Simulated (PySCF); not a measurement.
**The bond of NaSn+, level by level**

What are the lowest state that PBE0 finds, the bond length, vibrational wavenumber and bond energy of NaSn+, and how much do these hang on the method?

Computed with PySCF 2.14.0. Level: Na cc-pVDZ, Sn cc-pVDZ-PP with ECP28, scalar-relativistic core potentials.

## Step 1: Set-up

A driver script around PySCF takes these settings:

| Quantity | Value |
| --- | --- |
| atoms | Na, Sn |
| charge | 1 |
| basis | Na cc-pVDZ, Sn cc-pVDZ-PP with ECP28 |
| Hamiltonian | scalar-relativistic core potentials |
| basis functions | 41 |
| electrons treated | 32 |
| masses in u | 22.9898, 119.9022 |
| levels | PBE0, PBE, r²SCAN, M06, B3LYP, M06-L, HF, MP2, SCS-MP2, CCSD, CCSD(T) |
| grid | 80 radial by 434 angular points |
| occupations | held fixed by the projection of orbital angular momentum |
| dissociation limit | Na+ + Sn, each in its ground configuration |
| starting distance in angstrom | 3.025 |
| values of 2S to try | 0, 2 |

The run is started by

```bash
> OMP_NUM_THREADS=1 python dia.py task.json out
```

The runs that follow: PBE0 along the bond; Excited determinants; PBE (GGA); r²SCAN (meta-GGA); M06; B3LYP (global hybrid GGA); M06-L (meta-GGA); UHF; Correlated methods on the Hartree–Fock reference.

Q: Predict the outcome of this session. Wanted: for each run, Re; ωe; De; μ.

**Answer**, as computed:

Lowest PBE0 solution found, without spin–orbit coupling: ³Π (triplet), unpaired electrons σ ↑, π ↑. State 2 has its PBE0 minimum 0.26 eV higher, as a spin-mixed determinant (⟨S²⟩ = 1.01), so this is no gap between pure states. State 3 has its PBE0 minimum 0.35 eV higher. The other levels ran on the lowest alone.

```
      level  Re (Å)  ωe (cm⁻¹)  De (eV)   μ (D)
        UHF   3.458      107.6     0.53  -10.53
    UHF-MP2   3.423      112.8     0.55     n/a
UHF-SCS-MP2   3.428      112.3     0.55     n/a
   UHF-CCSD   3.425      113.0     0.55     n/a
UHF-CCSD(T)   3.422      113.6     0.56     n/a
        PBE   3.400      108.5     0.70   -9.42
     r²SCAN   3.403      109.3     0.60   -9.99
      M06-L   3.479      104.4     0.50  -10.55
      B3LYP   3.392      109.2     0.67   -9.58
       PBE0   3.377      112.0     0.64   -9.68
        M06   3.460      100.0     0.56  -10.20
```

De is counted to Na+ + Sn in their ground configurations. A positive dipole points from Na to Sn; in an ion it is taken about the centre of mass and does not tell which atom is negative.

**Reading.** Bond lengths run from 3.377 Å (PBE0) to 3.479 Å (M06-L). CCSD(T) can't serve as the judge here: for a weak bond in this basis it is far from its limit. Of the levels with a De here, M06-L gives the least (0.50 eV) and PBE the most (0.70 eV).

Correlated steps freeze 5 core orbitals. These are scalar-relativistic numbers at best; spin–orbit coupling would shift them, the dissociation energy most.
